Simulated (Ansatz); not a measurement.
# C2H8BNS: up Jacob's ladder to CCSD(T)

How much do the methods differ for C2H8BNS? The plan is to run it at one geometry with functionals of several rungs and with coupled cluster, and see how far each lands from CCSD(T) at the basis-set limit for the atomisation energy.

The runs use Ansatz 0.2.0, Gaussian basis; functionals in def2-TZVPP, the program's frozen cores in correlated methods.

Plan: LDA (SPW92), PBE-D4, revPBE-D4, BLYP-D4, r2SCAN-D4, B97M-V, PBE0-D4, B3LYP-D4, r2SCANh-D4, r2SCAN0-D4, HSE06-D4, BHLYP-D4, CAM-B3LYP-D4, LC-ωPBE, ωB97X-V, ωB97M-V, B2PLYP, PBE-QIDH; CCSD(T)/def2-SVP; CCSD(T)/def2-TZVPP; MP2/def2-QZVPP; extrapolation to the limit; RPA on PBE.

## 1. The geometry

All runs share one geometry, relaxed beforehand with PBE0-D4 in a triple-zeta def2 set.

SMILES `CN(C)BS`, 13 atoms, charge 0, spin multiplicity 1.

Atoms are counted from 1 here; the program's logs count them from 0.

Bond lengths: C1–N2 1.441 Å, C1–H6 1.088 Å, C1–H7 1.096 Å, C1–H8 1.096 Å, N2–C3 1.446 Å, N2–B4 1.394 Å, C3–H9 1.088 Å, C3–H10 1.097 Å, C3–H11 1.097 Å, B4–S5 1.812 Å, B4–H12 1.196 Å, S5–H13 1.342 Å. Angles: N2–C1–H6 111.3°, N2–C1–H7 110.9°, N2–C1–H8 110.7°, H6–C1–H7 108.2°, H6–C1–H8 108.0°, H7–C1–H8 107.7°, C1–N2–C3 112.5°, C1–N2–B4 126.6°, C3–N2–B4 120.9°, N2–C3–H9 110.0°, N2–C3–H10 110.9°, N2–C3–H11 110.9°, H9–C3–H10 108.7°, H9–C3–H11 108.7°, H10–C3–H11 107.7°, N2–B4–S5 128.7°, N2–B4–H12 118.5°, S5–B4–H12 112.8° and more.

## 2. LDA

This LDA is Slater exchange with PW92 correlation.

in.yaml

```yaml
crystal:
  periodic: [false, false, false]
  atoms:
    - {symbol: C, position_ang: [-1.023472, 0.136199, -0.765798]}
    - {symbol: N, position_ang: [0.119303, -0.128280, 0.070833]}
    - {symbol: C, position_ang: [0.513891, -1.519455, 0.044019]}
    - {symbol: B, position_ang: [0.819679, 0.799835, 0.838991]}
    - {symbol: S, position_ang: [0.524428, 2.578812, 1.015610]}
    - {symbol: H, position_ang: [-1.323888, 1.179970, -0.706541]}
    - {symbol: H, position_ang: [-0.802723, -0.096664, -1.814147]}
    - {symbol: H, position_ang: [-1.877274, -0.479625, -0.460253]}
    - {symbol: H, position_ang: [1.377503, -1.673793, 0.688183]}
    - {symbol: H, position_ang: [0.775162, -1.832202, -0.974098]}
    - {symbol: H, position_ang: [-0.302917, -2.163780, 0.390662]}
    - {symbol: H, position_ang: [1.749831, 0.418430, 1.486586]}
    - {symbol: H, position_ang: [-0.529123, 2.745751, 0.200655]}
basis:
  gaussian: {orbitals: def2-TZVPP}
hamiltonian: {xc: lda}
output: {orbitals: {seedname: orbitals}}
```

Launch:

```bash
$ ansatz run in.yaml --threads 4 --pin off --events-out ev --progress --plain --max-ram 10444MiB
```

After this run come: PBE-D4 (GGA); revPBE-D4 (GGA); BLYP-D4 (GGA); r2SCAN-D4 (meta-GGA); B97M-V (meta-GGA); PBE0-D4 (hybrid); B3LYP-D4 (hybrid); r2SCANh-D4 (hybrid); r2SCAN0-D4 (hybrid); HSE06-D4 (hybrid); BHLYP-D4 (hybrid); CAM-B3LYP-D4 (range-separated); LC-ωPBE (range-separated); ωB97X-V (range-separated); ωB97M-V (range-separated); B2PLYP (double hybrid); PBE-QIDH (double hybrid); CCSD(T) in def2-SVP; CCSD(T) in def2-TZVPP; MP2 in def2-QZVPP; RPA on PBE orbitals.

**Question.** What will the summary of the whole plan be? Wanted: atomisation energy, CCSD(T)/CBS; farthest beyond LDA; mean size of error, GGA; mean size of error, meta-GGA; mean size of error, hybrid; mean size of error, range-separated; mean size of error, double hybrid; gap, smallest and largest; T1 diagnostic.

As calculated:

| quantity | value |
| --- | --- |
| atomisation energy, CCSD(T)/CBS | 1160.1 kcal/mol |
| functionals within 5.8 kcal/mol (0.5 %) | revPBE-D4, BLYP-D4, r2SCANh-D4, LC-ωPBE, PBE-QIDH |
| farthest beyond LDA | PBE-D4 (+27.7 kcal/mol) |
| mean size of error, GGA | 11.0 kcal/mol |
| mean size of error, meta-GGA | 7.0 kcal/mol |
| mean size of error, hybrid | 9.8 kcal/mol |
| mean size of error, range-separated | 7.0 kcal/mol |
| mean size of error, double hybrid | 4.5 kcal/mol |
| gap, smallest and largest | 5.02 eV (LDA (SPW92)), 12.03 eV (LC-ωPBE) |
| T1 diagnostic | 0.0123 |
| triples share of the correlation energy | 4.0 % |

What this shows: The LDA atomisation energy is off by 168.0 kcal/mol (14 %): it overbinds. PBE-D4 misses by +27.7 kcal/mol. Double hybrids carry the basis error of their MP2 part in triple zeta, and no dispersion term here, so their miss is partly the set-up's. Taken by rung, double hybrid functionals do best (4.5 kcal/mol on average) and GGA ones worst beyond LDA (11.0 kcal/mol). hybrid functionals lie within the reference's doubt of that worst mean (9.8 kcal/mol), so those two tie. The gap between the best rungs is small, so their order is not settled. The reference freezes the cores and leaves out relativity and excitations past (T), so misses under about 5.8 kcal/mol can't be ranked. Hartree-Fock recovers 74 % of the binding; the rest is correlation. CCSD(T) in def2-SVP is off by -52.7 kcal/mol, worse than the median functional, from the basis alone. Orbital gaps span 5.0 to 12.0 eV; exact exchange widens them.
